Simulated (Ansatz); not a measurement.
**C2H6FGeN: how energies converge with the basis set**

How large a basis does C2H6FGeN need? Two functionals are run in growing sets.

The runs use Ansatz 0.2.0, Gaussian basis; one geometry, several basis sets.

The runs, in order: PBE0-D4/def2-SVP; ωB97M-V/def2-SVP; PBE0-D4/def2-QZVPP; ωB97M-V/def2-QZVPP; the functionals' def2-TZVPP values are taken from earlier runs.

## (1) The relaxed structure

The geometry comes from an earlier relaxation with PBE0-D4 in a triple-zeta def2 set; it is a stationary point, not always the lowest conformer.

SMILES `N/C(F)=[CH]/[GeH3]`, 11 atoms, charge 0, spin multiplicity 1.

Atoms are counted from 1 here; the program's logs count them from 0.

Bond lengths: N1–C2 1.368 Å, N1–H6 1.006 Å, N1–H7 1.008 Å, C2–F3 1.341 Å, C2–C4 1.331 Å, C4–Ge5 1.924 Å, C4–H8 1.083 Å, Ge5–H9 1.538 Å, Ge5–H10 1.540 Å, Ge5–H11 1.538 Å. Angles: C2–N1–H6 115.2°, C2–N1–H7 115.0°, H6–N1–H7 114.0°, N1–C2–F3 109.6°, N1–C2–C4 130.0°, F3–C2–C4 120.3°, C2–C4–Ge5 123.1°, C2–C4–H8 117.3°, Ge5–C4–H8 119.6°, C4–Ge5–H9 107.8°, C4–Ge5–H10 111.8°, C4–Ge5–H11 111.6°, H9–Ge5–H10 108.4°, H9–Ge5–H11 109.0°, H10–Ge5–H11 108.1°.

Geometry (Å):

```csv
atom,x (Å),y (Å),z (Å)
N1,-1.60728,0.94244,-1.28123
C2,-0.65362,0.16537,-0.68187
F3,-0.59668,-1.02798,-1.29138
C4,0.11149,0.41545,0.37771
Ge5,1.27400,-0.89903,1.16760
H6,-1.59219,1.91423,-1.02166
H7,-1.72662,0.78354,-2.26948
H8,0.04651,1.40463,0.81434
H9,1.80531,-0.32317,2.49128
H10,2.47638,-1.21913,0.25945
H11,0.52820,-2.21335,1.45573
```

## (2) PBE0-D4 in def2-SVP

in.yaml reads:

```yaml
crystal:
  periodic: [false, false, false]
  atoms:
    - {symbol: N, position_ang: [-1.607283, 0.942441, -1.281227]}
    - {symbol: C, position_ang: [-0.653616, 0.165370, -0.681868]}
    - {symbol: F, position_ang: [-0.596681, -1.027978, -1.291379]}
    - {symbol: C, position_ang: [0.111486, 0.415449, 0.377714]}
    - {symbol: Ge, position_ang: [1.274003, -0.899033, 1.167596]}
    - {symbol: H, position_ang: [-1.592193, 1.914225, -1.021659]}
    - {symbol: H, position_ang: [-1.726619, 0.783536, -2.269484]}
    - {symbol: H, position_ang: [0.046514, 1.404634, 0.814343]}
    - {symbol: H, position_ang: [1.805307, -0.323166, 2.491282]}
    - {symbol: H, position_ang: [2.476380, -1.219127, 0.259451]}
    - {symbol: H, position_ang: [0.528204, -2.213350, 1.455732]}
basis:
  gaussian: {orbitals: def2-SVP}
hamiltonian: {xc: pbe0, dispersion: d4}
output: {orbitals: {seedname: orbitals}}
```

On the command line:

```console
ansatz run in.yaml --threads 4 --pin off --events-out ev --progress --plain --max-ram 10444MiB
```

Further steps of the session: ωB97M-V in def2-SVP; PBE0-D4 in def2-QZVPP; ωB97M-V in def2-QZVPP.

**Question.** What will the summary of the whole plan be? Wanted: PBE0-D4: double and triple zeta above quadruple; ωB97M-V: double and triple zeta above quadruple.

As calculated:

```
                                       quantity           value
PBE0-D4: double and triple zeta above quadruple  16.08, 1.57 eV
ωB97M-V: double and triple zeta above quadruple  16.26, 1.52 eV
```

**Reading.** PBE0-D4 gains 14.52 eV from double to triple zeta, then 1.57 eV more. These are total energies; as a rule much of such shifts cancels in differences, which this series doesn't test. The LUMO of ωB97M-V is positive and keeps falling with the basis (2.74 to 1.46 eV): an unbound level that the basis holds in place.
